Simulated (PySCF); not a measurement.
# Be²⁺: changing the method

Aim: see what other levels and later steps give for Be²⁺.

Computed with PySCF 2.14.0. Level: method and basis as typed in the scripts.

**1. The atom**

Be²⁺: 1 atom, charge 2, spin multiplicity 1.

**2. The run that the others are compared with**

Input file input.py:

```python
from pyscf import gto, scf, mp

mol = gto.M(
    atom='Be 0 0 0',
    basis='jorge-dzp-dkh',
    charge=2,
    spin=0,
    symmetry=True,
    verbose=3,
)
mf = scf.RHF(mol)
mf = mf.sfx2c1e()
mf = mf.density_fit(auxbasis='def2-universal-jkfit')
mf.kernel()
mp.MP2(mf).kernel()
mf.dip_moment()
print('orbital energies (hartree):', mf.mo_energy[..., max(0, mol.nelec[1]-3):mol.nelec[0]+3].round(4))
```

The run is started by

```
$ python input.py
```

**3. Wb97 (RKS)**

Variant 1 changes functional: none (Hartree–Fock) → wb97; SCF type: RHF → RKS; step after the SCF: mp2 → analyze.

Input file input.py:

```python
from pyscf import gto, dft

mol = gto.M(
    atom='Be 0 0 0',
    basis='jorge-dzp-dkh',
    charge=2,
    spin=0,
    symmetry=True,
    verbose=3,
)
mf = dft.RKS(mol, xc='wb97')
mf = mf.sfx2c1e()
mf = mf.density_fit(auxbasis='def2-universal-jkfit')
mf.kernel()
mf.analyze()
print('orbital energies (hartree):', mf.mo_energy[..., max(0, mol.nelec[1]-3):mol.nelec[0]+3].round(4))
```

**4. Mn15 (RKS)**

Variant 2 changes functional: none (Hartree–Fock) → mn15; SCF type: RHF → RKS; step after the SCF: mp2 → analyze.

Input file input.py:

```python
from pyscf import gto, dft

mol = gto.M(
    atom='Be 0 0 0',
    basis='jorge-dzp-dkh',
    charge=2,
    spin=0,
    symmetry=True,
    verbose=3,
)
mf = dft.RKS(mol, xc='mn15')
mf = mf.sfx2c1e()
mf = mf.density_fit(auxbasis='def2-universal-jkfit')
mf.kernel()
mf.analyze()
print('orbital energies (hartree):', mf.mo_energy[..., max(0, mol.nelec[1]-3):mol.nelec[0]+3].round(4))
```

**5. Stability test**

Variant 3 changes step after the SCF: mp2 → stability; point-group symmetry: on → off.

Edit input.py of step 2 so:

```diff
@@ -1,2 +1,2 @@
-from pyscf import gto, scf, mp
+from pyscf import gto, scf
 
@@ -7,3 +7,2 @@
     spin=0,
-    symmetry=True,
     verbose=3,
@@ -14,3 +13,3 @@
 mf.kernel()
-mp.MP2(mf).kernel()
+mf.stability(internal=True, external=True)
 mf.dip_moment()
```

**6. TDHF**

Variant 4 changes step after the SCF: mp2 → tddft; number of roots: none → 5.

Edit input.py of step 2 so:

```diff
@@ -1,2 +1,2 @@
-from pyscf import gto, scf, mp
+from pyscf import gto, scf, tdscf
 
@@ -14,3 +14,6 @@
 mf.kernel()
-mp.MP2(mf).kernel()
+td = tdscf.TDHF(mf)
+td.nstates = 5
+td.kernel()
+td.analyze()
 mf.dip_moment()
```

**7. O3lyp (RKS)**

Variant 5 changes functional: none (Hartree–Fock) → o3lyp; SCF type: RHF → RKS; step after the SCF: mp2 → analyze.

Input file input.py:

```python
from pyscf import gto, dft

mol = gto.M(
    atom='Be 0 0 0',
    basis='jorge-dzp-dkh',
    charge=2,
    spin=0,
    symmetry=True,
    verbose=3,
)
mf = dft.RKS(mol, xc='o3lyp')
mf = mf.sfx2c1e()
mf = mf.density_fit(auxbasis='def2-universal-jkfit')
mf.kernel()
mf.analyze()
print('orbital energies (hartree):', mf.mo_energy[..., max(0, mol.nelec[1]-3):mol.nelec[0]+3].round(4))
```

Q: Predict the outcome of this session. Wanted: for each run, E(SCF); from base; gap; after the SCF.

As calculated:

| run | E(SCF) (hartree) | from base (eV) | gap (eV) | after the SCF |
| --- | --- | --- | --- | --- |
| base | -13.612933 | 0 | 136.12 | MP2 correlation -0.333 eV |
| wb97 (RKS) | -13.668173 | not comparable | 119.93 | n/a |
| mn15 (RKS) | -13.672294 | not comparable | 118.51 | n/a |
| stability test | -13.612933 | 0.0000 | 136.12 | stable |
| TDHF | -13.612933 | 0.0000 | 136.12 | lowest root found 122.44 eV |
| o3lyp (RKS) | -13.653860 | not comparable | 113.06 | n/a |

The gap between the frontier levels is 113.1 eV with o3lyp (12 % exact exchange) and 118.5 eV with mn15 (44 %): exact exchange opens it. A lower total energy from another functional means nothing by itself.
